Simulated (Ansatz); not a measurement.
**C9H21Al: up Jacob's ladder to CCSD(T)**

One table from this session's results is given with a row withheld; the runs are named, their logs left out.

The runs use Ansatz 0.2.0, Gaussian basis; functionals in def2-TZVPP, the program's frozen cores in correlated methods.

Plan: LDA (SPW92), PBE-D4, revPBE-D4, BLYP-D4, r2SCAN-D4, B97M-V, PBE0-D4, B3LYP-D4, r2SCANh-D4, r2SCAN0-D4, HSE06-D4, BHLYP-D4, CAM-B3LYP-D4, LC-ωPBE, ωB97X-V, ωB97M-V, B2PLYP, PBE-QIDH; CCSD(T)/def2-SVP; CCSD(T)/def2-TZVPP; MP2/def2-QZVPP; extrapolation to the limit; RPA on PBE.

## Structure used throughout

All runs share one geometry, relaxed beforehand with PBE0-D4 in a triple-zeta def2 set.

31 atoms, charge 0, spin multiplicity 1.

Atoms are counted from 1 here; the program's logs count them from 0.

Bond lengths: C1–C2 1.523 Å, C1–H11 1.095 Å, C1–H12 1.093 Å, C1–H13 1.095 Å, C2–C3 1.524 Å, C2–C4 1.530 Å, C2–H14 1.098 Å, C3–H15 1.093 Å, C3–H16 1.095 Å, C3–H17 1.094 Å, C4–Al5 1.967 Å, C4–H18 1.100 Å, C4–H19 1.101 Å, Al5–C6 1.961 Å, Al5–C7 1.971 Å, C6–H20 1.097 Å, C6–H21 1.094 Å, C6–H22 1.093 Å and more. Angles: C2–C1–H11 111.6°, C2–C1–H12 111.7°, C2–C1–H13 110.5°, H11–C1–H12 107.4°, H11–C1–H13 107.8°, H12–C1–H13 107.7°, C1–C2–C3 110.4°, C1–C2–C4 110.8°, C1–C2–H14 107.5°, C3–C2–C4 112.0°, C3–C2–H14 107.6°, C4–C2–H14 108.4°, C2–C3–H15 111.2°, C2–C3–H16 110.4°, C2–C3–H17 111.7°, H15–C3–H16 107.6°, H15–C3–H17 108.0°, H16–C3–H17 107.8° and more.

The first run:

File in.yaml:

```yaml
crystal:
  periodic: [false, false, false]
  atoms:
    - {symbol: C, position_ang: [-1.880646, 0.098664, 2.301016]}
    - {symbol: C, position_ang: [-0.372300, 0.187503, 2.488736]}
    - {symbol: C, position_ang: [-0.031242, 0.404858, 3.957580]}
    - {symbol: C, position_ang: [0.223396, 1.277295, 1.596042]}
    - {symbol: Al, position_ang: [0.013753, 1.050717, -0.346935]}
    - {symbol: C, position_ang: [0.308521, 2.590506, -1.524271]}
    - {symbol: C, position_ang: [-0.466154, -0.692560, -1.131002]}
    - {symbol: C, position_ang: [0.339145, -1.042548, -2.385559]}
    - {symbol: C, position_ang: [-0.067498, -2.388662, -2.970738]}
    - {symbol: C, position_ang: [1.832588, -1.019974, -2.086944]}
    - {symbol: H, position_ang: [-2.144574, -0.134434, 1.264128]}
    - {symbol: H, position_ang: [-2.322126, -0.676339, 2.933100]}
    - {symbol: H, position_ang: [-2.355897, 1.050359, 2.561594]}
    - {symbol: H, position_ang: [0.055813, -0.778473, 2.188243]}
    - {symbol: H, position_ang: [1.050411, 0.440225, 4.110321]}
    - {symbol: H, position_ang: [-0.446211, 1.354999, 4.309563]}
    - {symbol: H, position_ang: [-0.436048, -0.391548, 4.589408]}
    - {symbol: H, position_ang: [-0.188817, 2.254700, 1.887993]}
    - {symbol: H, position_ang: [1.303152, 1.369393, 1.791140]}
    - {symbol: H, position_ang: [-0.604284, 3.196164, -1.583441]}
    - {symbol: H, position_ang: [1.093390, 3.253778, -1.148149]}
    - {symbol: H, position_ang: [0.566838, 2.307217, -2.548250]}
    - {symbol: H, position_ang: [-0.332690, -1.485245, -0.381465]}
    - {symbol: H, position_ang: [-1.539667, -0.700637, -1.368132]}
    - {symbol: H, position_ang: [0.141893, -0.275409, -3.146111]}
    - {symbol: H, position_ang: [0.122849, -3.191604, -2.251197]}
    - {symbol: H, position_ang: [-1.133336, -2.406488, -3.211134]}
    - {symbol: H, position_ang: [0.489244, -2.618674, -3.884265]}
    - {symbol: H, position_ang: [2.078795, -1.737581, -1.297434]}
    - {symbol: H, position_ang: [2.164646, -0.028934, -1.751613]}
    - {symbol: H, position_ang: [2.429357, -1.274568, -2.966726]}
basis:
  gaussian: {orbitals: def2-TZVPP}
hamiltonian: {xc: lda}
output: {orbitals: {seedname: orbitals}}
```

Steps of the session up to this table: LDA; PBE-D4 (GGA); revPBE-D4 (GGA); BLYP-D4 (GGA); r2SCAN-D4 (meta-GGA); B97M-V (meta-GGA); PBE0-D4 (hybrid); B3LYP-D4 (hybrid); r2SCANh-D4 (hybrid); r2SCAN0-D4 (hybrid); HSE06-D4 (hybrid); BHLYP-D4 (hybrid); CAM-B3LYP-D4 (range-separated); LC-ωPBE (range-separated); ωB97X-V (range-separated); ωB97M-V (range-separated); B2PLYP (double hybrid); PBE-QIDH (double hybrid).

One table of the session follows, with a row left open; its other results are not shown here.

It belongs to the step «Orbital energies across the functionals». 

```
  functional  HOMO (eV)  gap (eV)
 LDA (SPW92)      -5.83      4.39
      PBE-D4          ?         ?
   revPBE-D4      -5.64      4.66
     BLYP-D4      -5.58      4.58
   r2SCAN-D4      -5.93      5.12
      B97M-V      -6.04      5.05
     PBE0-D4      -6.91      6.58
    B3LYP-D4      -6.72      6.19
  r2SCANh-D4      -6.38      5.84
  r2SCAN0-D4      -7.07      6.91
    HSE06-D4      -6.51      5.82
    BHLYP-D4      -8.06      8.56
CAM-B3LYP-D4      -8.27      8.90
     LC-ωPBE      -9.59     11.35
     ωB97X-V      -9.26     10.82
     ωB97M-V      -9.12     10.36
```

Q: Estimate the row for PBE-D4 from the others.

**Answer.** HOMO (eV): -5.70; gap (eV): 4.56. In the column «HOMO (eV)» it lies between LDA (SPW92) (-5.83) and revPBE-D4 (-5.64).
